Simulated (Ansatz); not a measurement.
Crystal: HfMoC2.

```
Hf Mo C
1.0
     3.19142    0.00000    0.00000
     0.00000    3.19142    0.00000
     0.00000    0.00000    4.48516
Hf Mo C
1 1 2
Direct
  0.00000 0.00000 0.00000
  0.50000 0.50000 0.50000
  0.50000 0.50000 0.00000
  0.00000 0.00000 0.50000
```

The cell comes from a database or a generator and needn't be the stable form of this composition.

Base run:

* Program: Ansatz 0.2.0
* Functional: LDA
* Potentials or basis: Ansatz PAW
* Cutoff: 420 eV (not typed: the program's choice for these potentials)
* k mesh: 8 × 8 × 6
* Occupations: fermi-dirac, width 0.05 eV
* Spin: no spin polarisation

Its results: band gap on the k mesh none (metal or under the smearing width); pressure -14.4 GPa.

Q: The run is repeated on the same cell with these changes: functional from LDA to r2SCAN; cutoff from 420 eV (not typed: the program's choice for these potentials) to 500 eV (not typed: the program's choice for these potentials). What comes out?

A: Band gap on the k mesh none (metal or under the smearing width); pressure -3.1 GPa.

Caveats: spin-orbit coupling is left out, which moves the levels of the heavy elements; the PAW data sets come from PBE, with cores solved anew for the run's functional, which leaves a small shift of forces and pressure.
